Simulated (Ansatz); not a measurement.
# CH7FOSi2: the cost of one run

Program: Ansatz 0.2.0 through its Python package. The levels of theory stand in the script. These are calculated values, not measurements.

### 1 Starting point

Bond lengths: O1–C2 1.398 Å, C2–F3 1.340 Å, C2–Si4 1.803 Å, C2–Si5 1.897 Å, O1–H6 0.941 Å, Si4–H7 1.510 Å, Si4–H8 1.483 Å, Si4–H9 1.564 Å, Si5–H10 1.490 Å, Si5–H11 1.478 Å, Si5–H12 1.460 Å. Angles (14 of 19 angles, heavy atoms first): O1–C2–F3 101.8°, O1–C2–Si4 119.6°, O1–C2–Si5 116.6°, F3–C2–Si4 106.8°, F3–C2–Si5 108.4°, Si4–C2–Si5 102.9°, C2–O1–H6 109.5°, C2–Si4–H7 113.5°, C2–Si4–H8 114.6°, C2–Si4–H9 111.6°, C2–Si5–H10 109.0°, C2–Si5–H11 111.0°, C2–Si5–H12 111.6°, H7–Si4–H8 106.4°.

The script holds or builds the structure itself.

### 2 The code

The input, ch7fosi2.py:

```python
"""One geometry of CH7FOSi2, method by method."""

from pathlib import Path

import ansatz as az
import numpy as np

SETTINGS = {
    "basis_set": "cc-pVDZ",
}

GEOMETRY = """
O     0.36590    1.68890    0.80700
C     0.26280    0.33760    0.46380
F     0.97490   -0.24780    1.43590
Si   -1.35530   -0.45750    0.45040
Si    0.99880   -0.17370   -1.20830
H     0.86190    1.77400    1.60180
H    -2.28090    0.07780   -0.61580
H    -1.31840   -1.92900    0.27180
H    -2.12810   -0.21310    1.78820
H     2.39660    0.33390   -1.29890
H     1.04870   -1.64540   -1.33800
H     0.25000    0.39920   -2.32370
"""

molecule = az.Crystal.molecule()
for line in GEOMETRY.strip().splitlines():
    symbol, *xyz = line.split()
    molecule = molecule.atom(symbol, [float(v) for v in xyz])

setup = (
    molecule.calculation()
    .basis(gaussian=SETTINGS["basis_set"])
)

print("functional    E (Ha)        dipole (D)   HOMO (eV)  LUMO (eV)")
for name in ["pbe", "r2scan0", "blyp", "b3lyp"]:
    data = setup.functional(name).forces().orbitals().run(runs_dir="runs").report
    lines = Path(data["orbitals_path"]).read_text().splitlines()
    field_of = lambda key: [line.split("=")[1].strip() for line in lines if line.startswith(key)]
    orbitals = [(27.211386 * float(e), s, float(n)) for e, s, n in zip(field_of("Ene="), field_of("Spin="), field_of("Occup="))]
    homo = max(e for e, _, n in orbitals if n > 0.5)
    lumo = min(e for e, _, n in orbitals if n < 0.5)
    dipole = 4.803205 * np.linalg.norm(data["charge_distribution"]["dipole_moment_e_ang"])
    print(f"{name:10s} {data['free_energy_ev'] / 27.211386246:14.6f} {dipole:9.3f} {homo:11.3f} {lumo:10.3f}")
```

### 3 What the engine is handed

The engine receives this input (first run):

```yaml
crystal:
  periodic: [false, false, false]
  atoms:
    - { symbol: O, position_ang: [0.3659, 1.6889, 0.807] }
    - { symbol: C, position_ang: [0.2628, 0.3376, 0.4638] }
    - { symbol: F, position_ang: [0.9749, -0.2478, 1.4359] }
    - { symbol: Si, position_ang: [-1.3553, -0.4575, 0.4504] }
    - { symbol: Si, position_ang: [0.9988, -0.1737, -1.2083] }
    - { symbol: H, position_ang: [0.8619, 1.774, 1.6018] }
    - { symbol: H, position_ang: [-2.2809, 0.0778, -0.6158] }
    - { symbol: H, position_ang: [-1.3184, -1.929, 0.2718] }
    - { symbol: H, position_ang: [-2.1281, -0.2131, 1.7882] }
    - { symbol: H, position_ang: [2.3966, 0.3339, -1.2989] }
    - { symbol: H, position_ang: [1.0487, -1.6454, -1.338] }
    - { symbol: H, position_ang: [0.25, 0.3992, -2.3237] }
basis:
  gaussian:
    orbitals: cc-pVDZ
hamiltonian:
  xc: pbe
output:
  orbitals: {}
  forces: true
```

### 4 Running it

On the command line:

```
> python ch7fosi2.py
```

Q: Estimate wall time and peak memory on 1 thread of Arm Neoverse V2, shared host.

About 27 s, with a peak of 0.34 GiB.
